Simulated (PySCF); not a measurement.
# C4H7AlO: the cost of one run

Programs: PySCF 2.14.0, with density-fitted response routines of our own. Each step states its level of theory. These are calculated values for one molecule in the gas phase, unless marked as measured. Atoms are numbered from 0 throughout.

**1. Starting geometry**

13 atoms, charge 0, multiplicity 1; geometry from: GFN2-xTB. The atoms were then displaced at random by about 0.01 Å, so the start is not that level's minimum.

Bonds of the start (Å): C0–C1 1.24, C1–Al2 1.96, Al2–O3 1.59, O3–C4 1.43, C4–C5 1.52, C0–H6 1.03, Al2–H7 1.54, C4–H8 1.09, C4–H9 1.12, C5–H10 1.10, C5–H11 1.08, C5–H12 1.09.

**2. Relaxing the molecule at PBE0-D3(BJ)/def2-SVP**

What the job is given:

```
{"job": {"xc": "PBE0", "basis": "def2-SVP", "d3": "d3bj", "grid": 1, "shake": 0.01, "kind": "geom"}, "charge": 0, "multiplicity": 1}
C      3.417040    -2.170660    -0.678800
C      2.694820    -1.188590    -0.444920
Al     1.564420     0.359400    -0.057260
O      0.056930     0.245030     0.449410
C     -1.332550     0.159640     0.789030
C     -2.202680     0.879140    -0.233750
H      4.018230    -2.980740    -0.893910
H      2.132910     1.789940    -0.173580
H     -1.620210    -0.883660     0.886440
H     -1.470120     0.625000     1.795130
H     -3.253460     0.812060     0.067490
H     -2.065410     0.407270    -1.198620
H     -1.934100     1.929280    -0.316950
```

Started as:

```console
$ OMP_NUM_THREADS=1 python probes_run.py task.json out
```

One launch serves the whole session: the jobs run in the order shown.

**Question.** How long does this first job take on 1 thread of Arm Neoverse N1, shared host, and how much memory does it need?

About 2.4 min, with a peak of 0.51 GiB.
